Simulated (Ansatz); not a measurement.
**ClH6N3Sn: small, medium and large basis sets**

An exercise on one series of results from a longer session: the logs are not shown, and one member is left open.

Program: Ansatz 0.2.0, Gaussian basis. Level of theory: one geometry, several basis sets. These are calculated values, not measurements.

Levels to be run: PBE0-D4/def2-SVP; ωB97M-V/def2-SVP; PBE0-D4/def2-QZVPP; ωB97M-V/def2-QZVPP; the functionals' def2-TZVPP values are taken from earlier runs.

## Structure used throughout

All runs share one geometry, relaxed beforehand with PBE0-D4 in a triple-zeta def2 set. Sn takes the def2 core potential; no spin-orbit term is included.

SMILES `[NH2][Sn]([NH2])([NH2])[Cl]`, 11 atoms, charge 0, spin multiplicity 1.

Atoms are counted from 1 here; the program's logs count them from 0.

Bond lengths: N1–Sn2 2.006 Å, N1–H6 1.013 Å, N1–H7 1.012 Å, Sn2–N3 2.006 Å, Sn2–N4 2.006 Å, Sn2–Cl5 2.355 Å, N3–H8 1.013 Å, N3–H9 1.012 Å, N4–H10 1.013 Å, N4–H11 1.012 Å. Angles: Sn2–N1–H6 112.0°, Sn2–N1–H7 113.6°, H6–N1–H7 108.2°, N1–Sn2–N3 109.1°, N1–Sn2–N4 109.2°, N1–Sn2–Cl5 109.8°, N3–Sn2–N4 109.2°, N3–Sn2–Cl5 109.8°, N4–Sn2–Cl5 109.7°, Sn2–N3–H8 112.0°, Sn2–N3–H9 113.6°, H8–N3–H9 108.2°, Sn2–N4–H10 112.0°, Sn2–N4–H11 113.6°, H10–N4–H11 108.2°.

The first run:

Input file in.yaml:

```yaml
crystal:
  periodic: [false, false, false]
  atoms:
    - {symbol: N, position_ang: [-1.645319, 0.994035, -0.146541]}
    - {symbol: Sn, position_ang: [0.174974, 0.173227, 0.041417]}
    - {symbol: N, position_ang: [0.162130, -1.108104, 1.584289]}
    - {symbol: N, position_ang: [0.625296, -0.823266, -1.639967]}
    - {symbol: Cl, position_ang: [1.775014, 1.859060, 0.418089]}
    - {symbol: H, position_ang: [-1.955016, 1.013283, -1.110375]}
    - {symbol: H, position_ang: [-1.706936, 1.933491, 0.224311]}
    - {symbol: H, position_ang: [-0.642267, -0.972256, 2.184021]}
    - {symbol: H, position_ang: [0.995181, -1.062216, 2.156803]}
    - {symbol: H, position_ang: [1.015983, -1.737119, -1.446276]}
    - {symbol: H, position_ang: [1.266459, -0.327035, -2.245472]}
basis:
  gaussian: {orbitals: def2-SVP}
hamiltonian: {xc: pbe0, dispersion: d4}
output: {orbitals: {seedname: orbitals}}
```

Run with:

```console
> ansatz run in.yaml --threads 4 --pin off --events-out ev --progress --plain --max-ram 11315MiB
```

Steps of the session up to this table: PBE0-D4 in def2-SVP; ωB97M-V in def2-SVP; PBE0-D4 in def2-QZVPP; ωB97M-V in def2-QZVPP.

One of the session's tables, all rows but one given; the rest of the session is left out.

It belongs to the step «Density functionals: the series». 

```
functional       basis  HOMO (eV)
   PBE0-D4    def2-SVP          ?
   PBE0-D4  def2-TZVPP      -7.73
   PBE0-D4  def2-QZVPP      -7.78
   ωB97M-V    def2-SVP      -9.74
   ωB97M-V  def2-TZVPP     -10.06
   ωB97M-V  def2-QZVPP     -10.11
```

Q: Estimate the row for PBE0-D4, def2-SVP from the others.

As computed: HOMO (eV): -7.43. In the column «HOMO (eV)» it is the highest.
